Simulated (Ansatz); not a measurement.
**In2BiSb: how the settings move a single-point run**

How sensitive is a single-point run of In2BiSb to its settings? A reference run comes first, then six runs with altered input. The cell is built on a prototype (ordering on zincblende) and needn't be the phase found in nature.

Computed with Ansatz 0.2.0 (reference: DFT, PBE, plane waves, PAW, unless a step's input says otherwise).

## 1. The starting structure

It takes space group P-4m2 (No. 115, tetragonal). The conventional cell has a = 4.713 Å, b = 4.713 Å, c = 6.642 Å, α = 90.00°, β = 90.00°, γ = 90.00°. Around Sb (site symmetry -4m2) lie 4 In at 2.86 Å. In (site symmetry 2mm) has 2 Sb at 2.86 Å and 2 Bi at 2.91 Å as nearest neighbours. Bi (site symmetry -4m2) has 4 In at 2.91 Å as nearest neighbours.

As a file:

```cif
data_structure
_symmetry_space_group_name_H-M 'P 1'
_symmetry_Int_Tables_number 1
_cell_length_a 4.7129
_cell_length_b 4.7129
_cell_length_c 6.6420
_cell_angle_alpha 90.000
_cell_angle_beta 90.000
_cell_angle_gamma 90.000
_cell_volume 147.53
loop_
_atom_site_label
_atom_site_type_symbol
_atom_site_fract_x
_atom_site_fract_y
_atom_site_fract_z
_atom_site_occupancy
Sb1 Sb 0.00000 0.00000 0.00000 1
In1 In 0.00000 0.50000 0.75660 1
Bi1 Bi 0.50000 0.50000 0.50000 1
In2 In 0.50000 0.00000 0.24340 1
```

## 2. Reference

Input file input.yaml:

```yaml
crystal:
  lattice:
    - [4.7129019346, 0.0, 0.0]
    - [0.0, 4.7129019346, 0.0]
    - [0.0, 0.0, 6.6420055272]
  atoms:
    - { symbol: Sb, position: [0.0, 0.0, 0.0] }
    - { symbol: In, position: [0.0, 0.5, 0.7566036936] }
    - { symbol: Bi, position: [0.5, 0.5, 0.5] }
    - { symbol: In, position: [0.5, 0.0, 0.2433963064] }
kpoints:
  mp_grid: { grid: [4, 4, 4] }
hamiltonian:
  xc: pbe
scf:
  occupations: { method: fermi_dirac, width: 0.02 }
  n_extra_bands: 5
output:
  forces: true
  stress: true
  eigenvalues: true
```

Launch:

```console
> ansatz run input.yaml --threads 4 --pin off --max-ram 3686MiB --backend cpu --events-out ev --progress --plain --runs-dir out
```

## 3. Changed: occupations.method methfessel_paxton, occupations.width 0.2

input.yaml, as its differences from that of step 2:

```diff
@@ -15,3 +15,3 @@
 scf:
-  occupations: { method: fermi_dirac, width: 0.02 }
+  occupations: { method: methfessel_paxton, width: 0.2 }
   n_extra_bands: 5
```

## 4. Changing settings: mp_grid.shift [0, 0, 0.5]

input.yaml, as its differences from that of step 2:

```diff
@@ -11,3 +11,3 @@
 kpoints:
-  mp_grid: { grid: [4, 4, 4] }
+  mp_grid: { grid: [4, 4, 4], shift: [0, 0, 0.5] }
 hamiltonian:
```

## 5. Changing settings: occupations.method gaussian, occupations.width 0.05

input.yaml, as its differences from that of step 2:

```diff
@@ -15,3 +15,3 @@
 scf:
-  occupations: { method: fermi_dirac, width: 0.02 }
+  occupations: { method: gaussian, width: 0.05 }
   n_extra_bands: 5
```

## 6. Changing settings: occupations.method cold, occupations.width 0.2

input.yaml, as its differences from that of step 2:

```diff
@@ -15,3 +15,3 @@
 scf:
-  occupations: { method: fermi_dirac, width: 0.02 }
+  occupations: { method: cold, width: 0.2 }
   n_extra_bands: 5
```

## 7. Changing settings: ecutrho_ratio 8

input.yaml, as its differences from that of step 2:

```diff
@@ -17,2 +17,3 @@
   n_extra_bands: 5
+  max_iter: 55
 output:
@@ -21 +22,3 @@
   eigenvalues: true
+basis:
+  ecutrho_ratio: 8
```

## 8. Variant: n_extra_bands 1

input.yaml, as its differences from that of step 2:

```diff
@@ -16,3 +16,3 @@
   occupations: { method: fermi_dirac, width: 0.02 }
-  n_extra_bands: 5
+  n_extra_bands: 1
 output:
```

**Question.** What will these runs give? Wanted: for each run, ending; energy change; pressure; gap; force.

**Answer**, as computed:

| run | ending | energy change | pressure (GPa) | gap (eV) | force (eV/Å) | cycles | time |
| --- | --- | --- | --- | --- | --- | --- | --- |
| reference | converged | 0 | 1.6 | 0.00 | 0.02 | 6 | 3.6 s |
| 1: occupations.method methfessel_paxton, occupations.width 0.2 | converged | -0.4 meV/atom (σ→0) | 1.6 | 0.00 | 0.02 | 6 | 3.6 s |
| 2: mp_grid.shift [0, 0, 0.5] | converged | -6.5 meV/atom | 1.5 | 0.55 | 0.01 | 6 | 3 s |
| 3: occupations.method gaussian, occupations.width 0.05 | converged | 0.0 meV/atom (σ→0) | 1.6 | 0.00 | 0.02 | 6 | 3.6 s |
| 4: occupations.method cold, occupations.width 0.2 | converged | -0.5 meV/atom (σ→0) | 1.6 | 0.00 | 0.02 | 7 | 3.9 s |
| 5: ecutrho_ratio 8 | converged | 0.0 meV/atom | 1.6 | 0.00 | 0.02 | 6 | 3.9 s |
| 6: n_extra_bands 1 | converged | 0.0 meV/atom | 1.6 | 0.00 | 0.02 | 6 | 3.9 s |

Residual by cycle in the longest SCF loop of each run; runs are numbered as in the table. The quantity is the density residual dr2, in eV.

| cycle | reference | run 1 | run 2 | run 3 | run 4 | run 5 | run 6 |
| --- | --- | --- | --- | --- | --- | --- | --- |
| 1 | 0.0064 | 0.00576 | 0.00725 | 0.00633 | 0.00569 | 0.0064 | 0.0067 |
| 2 | 1.5e-4 | 0.00149 | 0.00211 | 1.5e-4 | 0.00302 | 1.5e-4 | 2.2e-4 |
| 3 | 2.6e-5 | 1.1e-4 | 1.2e-4 | 2.5e-5 | 2.4e-4 | 2.6e-5 | 4.1e-5 |
| 4 | 7.5e-6 | 1.9e-5 | 2.3e-5 | 7.1e-6 | 6.3e-5 | 7.2e-6 | 8.7e-6 |
| 5 | 4.0e-7 | 9.0e-7 | 1.3e-6 | 3.9e-7 | 7.6e-6 | 3.9e-7 | 4.6e-7 |
| 6 | 5.0e-8 | 7.6e-8 | 8.5e-8 | 4.4e-8 | 1.1e-6 | 4.9e-8 | 4.6e-8 |
| 7 | - | - | - | - | 4.9e-8 | - | - |

What this shows: The pressure spans 1.5 to 1.6 GPa over the reference and the converged variants. The gap spans 0.00 to 0.55 eV over the reference and the converged variants (gaps read on unlike meshes, which can miss the band edges). Semilocal functionals close small gaps, so the missing gap need not be the real solid's.
